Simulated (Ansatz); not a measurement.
Consider a frozen displacement of one atom of LaMg3, space group P4/mmm (the Python package of Ansatz (0.2.0)).

Script `push_lamg3.py`:
```python
# -*- coding: utf-8 -*-
'''Energy and force of LaMg3 as one atom is pushed off its site.'''

import warnings

import ansatz as az
import numpy as np


def main():
    warnings.simplefilter('ignore', az.DeckWarning)

    vectors = np.array([
        [4.752653, 0.0, 0.0],
        [0.0, 4.752653, 0.0],
        [0.0, 0.0, 4.966865],
    ])
    lamg3 = (
        az.Lattice.of(vectors)
        .atom('La', (0.0, 0.0, 0.0))
        .atom('Mg', (0.5, 0.0, 0.5))
        .atom('Mg', (0.5, 0.5, 0.0))
        .atom('Mg', (0.0, 0.5, 0.5))
    )

    inverse = np.linalg.inv(np.array(lamg3.lattice.vectors))
    home = np.array(lamg3.sites[0].position)
    values = np.linspace(-0.2, 0.2, 5)
    energies, pulls = [], []
    for shift in values:
        moved = lamg3.move(0, to=home + shift * inverse[0])
        base = (
            moved.calculation()
            .occupations(az.OccupationsMethod.COLD, width=150 * az.meV)  # fractional filling near the Fermi level
            .kpoints(5, 5, 5)
            .pseudopotentials('paw')
            .functional('lda')
            .forces()  # minus the gradient of the free energy
        )
        r = base.run(threads=1, backend='cpu').report
        energies.append(r['free_energy_ev'])
        pulls.append(r['forces_ev_ang'][0][0])

    # the force is minus the slope of the free energy
    print('shift (A)   dE (eV)   force along x (eV/A)')
    for shift, e, f in zip(values, energies, pulls):
        print(f'{shift:8.3f} {e - energies[2]:10.5f} {f:12.4f}')
    print(f'stiffness from energies {2 * np.polyfit(values, energies, 2)[0]:.3f}, from forces {-np.polyfit(values, pulls, 1)[0]:.3f} eV/A^2')


if __name__ == '__main__':
    main()
```

How stiff is this displacement, and do energies and forces agree?

The curvature of the energy gives 4.556 eV/Å² and the slope of the force 4.558 eV/Å², a positive curvature.

The output:

```console
$ python push_lamg3.py
shift (A)   dE (eV)   force along x (eV/A)
  -0.200    0.09111       0.9119
  -0.100    0.02276       0.4554
   0.000    0.00000      -0.0000
   0.100    0.02276      -0.4554
   0.200    0.09111      -0.9119
stiffness from energies 4.556, from forces 4.558 eV/A^2
```

What to keep in mind:
- For a metal this k-point mesh is coarse: on a finer one energies can move by several to tens of meV an atom and pressures by half a GPa or more, differences at one mesh by less.
- In a metal a curvature from energy changes of a few meV or less hangs on mesh and smearing, in size and even in sign.
- This cell is a computed structure, which may not be the phase found in nature.
- All periodic images of the atom move with it, so the curvature is one diagonal element of the zone-centre force constants and no normal mode; a positive value doesn't exclude soft modes in which several atoms move.
- Wall time of the script: 22 s on 1 thread of Arm Neoverse V2 (shared host), peak memory 0.42 GiB.
